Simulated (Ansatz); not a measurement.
K₃BrCl₂, space group P-3m1: an equation of state with a fit, run with Ansatz's Python interface.

`k3brcl2_eos.py`
```python
import logging
import sys

import ansatz as az
import numpy as np
from pymatgen.analysis.eos import EOS

logging.basicConfig(stream=sys.stdout, format="%(name)s: %(message)s")
log = logging.getLogger("k3brcl2")
log.setLevel(logging.INFO)

config = {
    "functional": "pbesol",
    "filling": "fixed",
    "kgrid": (6, 6, 2),
}

vectors0 = np.array([
    [4.521616, 0.0, 0.0],
    [-2.260808, 3.915834, 0.0],
    [0.0, 0.0, 11.091333],
])
sites = [
    ("K", [0.0, 0.0, 0.5]),
    ("K", [1 / 3, 2 / 3, 0.176982]),
    ("K", [2 / 3, 1 / 3, 0.823018]),
    ("Br", [0.0, 0.0, 0.0]),
    ("Cl", [1 / 3, 2 / 3, 0.661693]),
    ("Cl", [2 / 3, 1 / 3, 0.338307]),
]


def build(cell):
    crystal = az.Crystal(lattice=az.Lattice.of(cell))
    for symbol, position in sites:
        crystal = crystal.atom(symbol, position)
    return crystal

volumes, energies, pressures = [], [], []
for scale in np.linspace(0.92, 1.08, 7):
    cell = vectors0 * scale ** (1 / 3)
    model = (
        build(cell).calculation()
        .functional(config["functional"])
        .basis(18 * az.Ha)
        .occupations(config["filling"])
        .kpoints(*config["kgrid"])
        .stress()
    )
    rep = model.run(threads=1).report
    volumes.append(abs(np.linalg.det(cell)) / len(sites))
    energies.append(rep["free_energy_ev"] / len(sites))
    pressures.append(np.trace(rep["stress_gpa"]) / 3)
    log.info(f"V = {volumes[-1]:8.4f} A^3/atom  F = {energies[-1]:.5f} eV/atom  P = {pressures[-1]:8.3f} GPa")

for form in ["birch_murnaghan"]:
    fit = EOS(eos_name=form).fit(volumes, energies)
    log.info(f"{form:18s} V0 {fit.v0:8.4f} A^3/atom  B0 {fit.b0_GPa:7.1f} GPa  B1 {fit.b1:5.2f}")
```

Where does the minimum lie against the volume typed, and how stiff is the crystal?

A third-order Birch-Murnaghan fit through the 7 points has its minimum at 31.93 Å³ an atom, 2.4 % below the typed cell, with a bulk modulus of 17 GPa and dB/dP = 4.9. From that minimum the energy rises by 6.3 meV an atom on the compressed side and 16.1 meV on the expanded side.

The output:

```console
$ python k3brcl2_eos.py
k3brcl2: V =  30.1119 A^3/atom  F = -1569.56893 eV/atom  P =    1.179 GPa
k3brcl2: V =  30.9847 A^3/atom  F = -1569.57363 eV/atom  P =    0.564 GPa
k3brcl2: V =  31.8575 A^3/atom  F = -1569.57524 eV/atom  P =    0.042 GPa
k3brcl2: V =  32.7303 A^3/atom  F = -1569.57423 eV/atom  P =   -0.401 GPa
k3brcl2: V =  33.6031 A^3/atom  F = -1569.57099 eV/atom  P =   -0.778 GPa
k3brcl2: V =  34.4760 A^3/atom  F = -1569.56585 eV/atom  P =   -1.098 GPa
k3brcl2: V =  35.3488 A^3/atom  F = -1569.55911 eV/atom  P =   -1.369 GPa
k3brcl2: birch_murnaghan    V0  31.9348 A^3/atom  B0    17.3 GPa  B1  4.95
```

Total energies depend on the potentials; only differences at equal settings carry meaning. Shape and fractional positions are held along the curve, so the bulk modulus is an upper value where they are free to relax. Pressure is positive in compression. The structure comes from a database of computed cells and needn't be a stable or known phase. Hardware and time: 26 s on 1 thread of AMD EPYC 7R43 64-Core Processor (Zen 3), with other jobs on the host, peak memory 0.63 GiB.
